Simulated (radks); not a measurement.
# Hg⁺ in [Xe] 4f14 5d10 6s1: an all-electron calculation

An exercise on one series of results from a longer session: the logs are not shown, and one member is left open.

The numbers are computed with radks (a radial shooting solver on a logarithmic mesh, Libxc functionals) version 1 (scalar-relativistic Kohn-Sham, r2SCAN, spin-unpolarised, spherical densities, finite nucleus), except any that are marked as measured or tabulated.

### What is computed

* element: mercury (Z = 80)
* charge: +1
* electrons: 79
* configuration: [Xe] 4f14 5d10 6s1
* nuclear rms radius: 5.4648 fm

Outer shells as boxes (Hund's rule):

Hg⁺
```
[Xe] core
4f [↑↓][↑↓][↑↓][↑↓][↑↓][↑↓][↑↓]
5d [↑↓][↑↓][↑↓][↑↓][↑↓]
6s [↑ ]
```

Set-up of the first run:

Input:

```text
Z 80
configuration [Xe] 4f14 5d10 6s1 6p0 7s0 5f0 6d0
relativity scalar-relativistic
functional r2scan,r2scan
spin unpolarised
nucleus finite rms 5.4648 fm
c 137.035999084
```

Among the steps run: Self-consistent calculation.

One table of the session follows, with a row left open; its other results are not shown here.

It belongs to the step «Shells». Sizes of the orbitals, from the radial functions (bohr):

| level | <r> | outermost maximum (interpolated) | 90 % within | nodes |
| --- | --- | --- | --- | --- |
| 1s | 0.01659 | 0.0102 | 0.0304 | 0 |
| 2s | 0.06992 | 0.0591 | 0.109 | 1 |
| 2p | 0.06329 | 0.0491 | 0.103 | 0 |
| 3s | 0.1805 | 0.167 | 0.265 | 2 |
| 3p | 0.1820 | 0.166 | 0.272 | 1 |
| 3d | 0.1651 | 0.136 | 0.256 | 0 |
| 4s | 0.3992 | 0.376 | 0.572 | 3 |
| 4p | 0.4251 | 0.396 | 0.616 | 2 |
| 4d | 0.4488 | 0.403 | 0.668 | 1 |
| 5s | 0.9053 | 0.829 | 1.29 | 4 |
| 4f | 0.4826 | 0.368 | 0.771 | 0 |
| 5p | 1.042 | 0.929 | 1.51 | 3 |
| 5d | 1.464 | 1.16 | 2.27 | 2 |
| 6s | ? | ? | ? | ? |
| 6p | 3.431 | 2.84 | 5.15 | 4 |

Q: Estimate the row for 6s from the others.

**Answer.** <r>: 2.493; outermost maximum (interpolated): 2.14; 90 % within: 3.66; nodes: 5. In the column «<r>» it lies between 5d (1.464) and 6p (3.431).

Limits of these values: Spin polarisation and multiplet splitting are left out.
